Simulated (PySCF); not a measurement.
# F3GeH: the cost of one run

Program: PySCF 2.14.0. Level of theory: levels as typed in each script, gas phase, geometry from GFN2-xTB. These are calculated values, not measurements.

### 1 Starting geometry

SMILES `F[GeH](F)F`, 5 atoms, charge 0, spin multiplicity 1.

Bond lengths: F1–Ge2 1.699 Å, Ge2–F3 1.699 Å, Ge2–F4 1.699 Å, Ge2–H5 1.475 Å. Angles: F1–Ge2–F3 104.6°, F1–Ge2–F4 104.6°, F1–Ge2–H5 113.9°, F3–Ge2–F4 104.7°, F3–Ge2–H5 113.9°, F4–Ge2–H5 114.0°.

As a file:

```tsv
atom	x (Å)	y (Å)	z (Å)
F1	-0.5165	-1.4643	0.4039
Ge2	0.0001	0.0001	-0.2859
F3	-1.0102	1.1790	0.4042
F4	1.5264	0.2848	0.4041
H5	-0.0008	0.0003	-1.7605
```

### 2 Density, bond paths and surface potential (PBE0/def2-tzvp)

input.py reads:

```python
import numpy as np
from pyscf import gto, scf, dft
from pyscf.scf import atom_ks, atom_hf
from scipy.linalg import block_diag

def solve(mol, dm0=None, hcore=None):
    mf = (dft.UKS if mol.spin else dft.RKS)(mol, xc='pbe0')
    mf.grids.level = 3
    mf = mf.density_fit(auxbasis='def2-universal-jkfit')
    mf.conv_tol, mf.max_cycle = 1e-8, 80
    if hcore is not None:
        mf.get_hcore = lambda *args: hcore
    mf.kernel(dm0)
    if not mf.converged:
        mf = mf.newton().run(mf.mo_coeff, mf.mo_occ, max_cycle=30)
    assert mf.converged, 'SCF not converged'
    return mf

mol = gto.M(atom='''
F     -0.51650    -1.46432     0.40388
Ge     0.00009     0.00013    -0.28590
F     -1.01018     1.17903     0.40416
F      1.52643     0.28479     0.40410
H     -0.00075     0.00034    -1.76054
''', basis='def2-tzvp', charge=0, spin=0, verbose=4)
mf = solve(mol)
mf.analyze()
# spherically averaged free atoms, for the promolecule
atm = atom_ks.get_atm_nrks(mol, xc='pbe0')
pro = block_diag(*[(atm[a[0]][2] * atm[a[0]][3]) @ atm[a[0]][2].T for a in mol._atom])
np.savez('result.npz', e=mf.e_tot, c=mf.mo_coeff, occ=mf.mo_occ, eps=mf.mo_energy, pro=pro, dip=mf.dip_moment(verbose=0), s2=mf.spin_square()[0])
```

The run is started by

```
OMP_NUM_THREADS=1 python input.py
```

Q: Estimate wall time and peak memory on 1 thread of Intel Xeon at 2.80GHz (Skylake/Cascade Lake), shared host.

About 16 s, with a peak of 0.54 GiB.
